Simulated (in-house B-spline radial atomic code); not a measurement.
# Gd⁸⁺: ionisation energy by several methods

How far do functionals differ on the ionisation energy of Gd⁸⁺? Each run solves Gd⁸⁺ and then the next ion ([Kr] 4d10 4f5 5s2 5p2).

Method: Dirac-Coulomb, several functionals; spherical all-electron atom at the radial basis limit. Code: in-house B-spline radial atomic code version 1.

## 1. Starting point

* element: gadolinium (Z = 64)
* charge: +8
* electrons: 56
* configuration: [Kr] 4d10 4f6 5s2 5p2
* nucleus: Fermi, rms radius 5.157 fm

Outer shells as boxes (Hund's rule):

[Kr] 4d10 4f6 5s2 5p2
```
[Kr] core
4d [↑↓][↑↓][↑↓][↑↓][↑↓]
4f [↑ ][↑ ][↑ ][↑ ][↑ ][↑ ][  ]
5s [↑↓]
5p [↑ ][↑ ][  ]
```

The boxes only draw the filling; these runs are spin-restricted and spherical.

## 2. PBE, a GGA

Input settings:

```ini
Z = 64
electrons = 56.0
configuration = [Kr] 4d10 4f6 5s2 5p2
hamiltonian = dirac
method = pbe,pbe
spin_polarised = False
nucleus = fermi
rms_radius = 5.1569
mass_number = 158
atomic_mass = 157.9241112
speed_of_light = 137.035999084
```

## 3. RPBE, a GGA

The settings differ from step 2 so:

```diff
@@ -4,3 +4,3 @@
 hamiltonian = dirac
-method = pbe,pbe
+method = rpbe,pbe
 spin_polarised = False
```

## 4. LDA (VWN5)

The settings differ from step 3 so:

```diff
@@ -4,3 +4,3 @@
 hamiltonian = dirac
-method = rpbe,pbe
+method = lda,vwn
 spin_polarised = False
```

## 5. OLYP, a GGA

The settings differ from step 4 so:

```diff
@@ -4,3 +4,3 @@
 hamiltonian = dirac
-method = lda,vwn
+method = optx,lyp
 spin_polarised = False
```

## 6. exchange-only LDA

The settings differ from step 5 so:

```diff
@@ -4,3 +4,3 @@
 hamiltonian = dirac
-method = optx,lyp
+method = lda,
 spin_polarised = False
```

## 7. AM05, a GGA

The settings differ from step 6 so:

```diff
@@ -4,3 +4,3 @@
 hamiltonian = dirac
-method = lda,
+method = am05
 spin_polarised = False
```

**Question.** The tabulated ionisation energy is 144 ± 7 eV (tabulated theoretical; NIST Atomic Spectra Database). What does each method give, and which comes nearest?

**Answer**, as computed:

| method | rung | total energy (hartree) | ΔSCF (eV) | with Breit, QED, recoil (eV) | −ε highest (eV) | corrected ΔSCF less tabulated (eV) |
| --- | --- | --- | --- | --- | --- | --- |
| LDA (VWN5) | LDA | -11254.2791 | 136.36 | 136.48 | 123.09 (4f7/2) | -7.52 |
| exchange-only LDA | LDA | -11248.3316 | 134.22 | 134.34 | 120.99 (4f7/2) | -9.66 |
| PBE | GGA | -11261.9101 | 135.92 | 136.04 | 122.66 (4f7/2) | -7.96 |
| RPBE | GGA | -11262.3439 | 135.85 | 135.97 | 122.58 (4f7/2) | -8.03 |
| OLYP | GGA | -11266.0124 | 136.70 | 136.82 | 123.37 (4f7/2) | -7.18 |
| AM05 | GGA | -11254.6191 | 136.09 | 136.21 | 122.82 (4f7/2) | -7.79 |

Tables give 144 ± 7 eV (tabulated theoretical; NIST Atomic Spectra Database) for the ionisation energy. OLYP misses by -7.18 eV, the least, and exchange-only LDA by -9.66 eV (6.7 %), the most. All methods miss on the same side by much the same amount, which points to something that they share. PBE is off by -7.96 eV. Open shells are averaged (over orientations, and over spins where the run is restricted), while tables refer to the lowest levels. For the semilocal functionals minus the highest level recovers only 90 % of their own ΔSCF value, a mark of self-interaction.

Members of this set that are not shown: 8 used exact exchange with fractional occupations of an open shell, which is unsound here.
